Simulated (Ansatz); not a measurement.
**C₂H₁₀BN: basis-set convergence**

One table from this session's results is given with a row withheld; the runs are named, their logs left out.

Program: Ansatz 0.2.0, Gaussian basis. Level of theory: one geometry, several basis sets. These are calculated values, not measurements.

The runs, in order: PBE0-D4/def2-SVP; ωB97M-V/def2-SVP; PBE0-D4/def2-QZVPP; ωB97M-V/def2-QZVPP; the functionals' def2-TZVPP values are taken from earlier runs.

## The relaxed structure

All runs share one geometry, relaxed beforehand with PBE0-D4 in a triple-zeta def2 set.

14 atoms, charge 0, spin multiplicity 1.

Atoms are counted from 1 here; the program's logs count them from 0.

Bond lengths: C1–B2 1.610 Å, C1–H5 1.098 Å, C1–H6 1.100 Å, C1–H7 1.094 Å, B2–C3 1.610 Å, B2–N4 1.659 Å, B2–H8 1.223 Å, C3–H9 1.100 Å, C3–H10 1.098 Å, C3–H11 1.094 Å, N4–H12 1.017 Å, N4–H13 1.015 Å, N4–H14 1.015 Å. Angles: B2–C1–H5 114.0°, B2–C1–H6 113.0°, B2–C1–H7 110.1°, H5–C1–H6 107.2°, H5–C1–H7 106.0°, H6–C1–H7 106.0°, C1–B2–C3 115.1°, C1–B2–N4 105.7°, C1–B2–H8 113.2°, C3–B2–N4 105.7°, C3–B2–H8 113.2°, N4–B2–H8 102.6°, B2–C3–H9 113.0°, B2–C3–H10 114.0°, B2–C3–H11 110.1°, H9–C3–H10 107.2°, H9–C3–H11 106.0°, H10–C3–H11 106.0° and more.

Set-up of the first run:

Contents of in.yaml:

```yaml
crystal:
  periodic: [false, false, false]
  atoms:
    - {symbol: C, position_ang: [-1.375788, 0.607063, -0.352690]}
    - {symbol: B, position_ang: [0.130485, 0.047793, -0.457451]}
    - {symbol: C, position_ang: [1.218792, 0.851244, 0.415857]}
    - {symbol: N, position_ang: [0.086750, -1.484946, 0.177154]}
    - {symbol: H, position_ang: [-2.115303, 0.000055, -0.891047]}
    - {symbol: H, position_ang: [-1.727289, 0.703921, 0.684810]}
    - {symbol: H, position_ang: [-1.434834, 1.609956, -0.786845]}
    - {symbol: H, position_ang: [0.490379, -0.151518, -1.609077]}
    - {symbol: H, position_ang: [0.931375, 0.953943, 1.472357]}
    - {symbol: H, position_ang: [2.223091, 0.408445, 0.393871]}
    - {symbol: H, position_ang: [1.329704, 1.870192, 0.032173]}
    - {symbol: H, position_ang: [-0.204233, -1.459064, 1.151012]}
    - {symbol: H, position_ang: [1.003084, -1.919200, 0.132257]}
    - {symbol: H, position_ang: [-0.569213, -2.067285, -0.333580]}
basis:
  gaussian: {orbitals: def2-SVP}
hamiltonian: {xc: pbe0, dispersion: d4}
output: {orbitals: {seedname: orbitals}}
```

Run with:

```bash
$ ansatz run in.yaml --threads 4 --pin off --events-out ev --progress --plain --max-ram 10444MiB
```

Among the steps run: PBE0-D4 in def2-SVP; ωB97M-V in def2-SVP; PBE0-D4 in def2-QZVPP; ωB97M-V in def2-QZVPP.

One of the session's tables, all rows but one given; the rest of the session is left out.

It belongs to the step «Functionals by basis». 

```
functional       basis  HOMO (eV)  LUMO (eV)
   PBE0-D4    def2-SVP          ?          ?
   PBE0-D4  def2-TZVPP      -7.31       0.11
   PBE0-D4  def2-QZVPP      -7.33      -0.20
   ωB97M-V    def2-SVP      -9.43       2.32
   ωB97M-V  def2-TZVPP      -9.62       1.49
   ωB97M-V  def2-QZVPP      -9.64       0.97
```

Estimate the missing values for PBE0-D4, def2-SVP.

As computed: HOMO (eV): -7.15; LUMO (eV): 0.72. In the column «HOMO (eV)» it is the highest.
